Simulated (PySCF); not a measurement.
# C9H14: the cost of one run

The runs use PySCF 2.14.0, with density-fitted response routines of our own; the level of theory stands in each step. All values are computed, except where a source is named. Atoms are numbered from 0 throughout.

**1. Starting geometry**

23 atoms, charge 0, multiplicity 1; geometry from: GFN2-xTB. The atoms were then displaced at random by about 0.01 Å, so the start is not that level's minimum.

Bonds of the start (Å): C0–C1 1.48, C1–C2 1.36, C2–C3 1.45, C3–C4 1.54, C3–C5 1.56, C2–C6 1.51, C6–C7 1.50, C7–C8 1.33, C8–C1 1.45, C0–H9 1.12, C0–H10 1.08, C0–H11 1.09, C3–H12 1.10, C4–H13 1.09, C4–H14 1.09, C4–H15 1.10, C5–H16 1.09, C5–H17 1.09, C5–H18 1.08, C6–H19 1.10, C6–H20 1.11, C7–H21 1.09, C8–H22 1.09.

**2. Relaxing the molecule at PBE0-D3(BJ)/def2-SVP**

The job: settings as JSON, then the geometry in Å.

```
{"job": {"xc": "PBE0", "basis": "def2-SVP", "d3": "d3bj", "grid": 1, "shake": 0.01, "kind": "geom"}, "charge": 0, "multiplicity": 1}
C      1.684250     1.907370    -0.334770
C      1.346970     0.471470    -0.276020
C      0.158910    -0.146150    -0.045250
C     -1.129420     0.466530     0.231660
C     -1.681090     0.059000     1.610970
C     -2.182120     0.069120    -0.841760
C      0.405450    -1.632470    -0.078000
C      1.868980    -1.744920    -0.377710
C      2.381750    -0.523000    -0.461980
H      0.779590     2.539680    -0.150380
H      2.057810     2.182140    -1.310980
H      2.424200     2.187720     0.412130
H     -1.087270     1.564380     0.203830
H     -0.966610     0.327790     2.393760
H     -1.870220    -1.015420     1.668010
H     -2.610450     0.598080     1.847510
H     -1.806540     0.336990    -1.830320
H     -2.375670    -1.000510    -0.803820
H     -3.124230     0.572430    -0.673070
H      0.115710    -2.099690     0.875150
H     -0.223500    -2.107790    -0.862100
H      2.363160    -2.715390    -0.482760
H      3.418000    -0.273820    -0.711280
```

Run with:

```bash
OMP_NUM_THREADS=1 python probes_run.py task.json out
```

The driver reads the jobs from task.json and runs them one after another.

Q: Estimate the wall time and peak memory of this first job on 1 thread of INTEL XEON PLATINUM 8581C at 2.10GHz, shared host.

About 1.9 min, with a peak of 0.87 GiB.
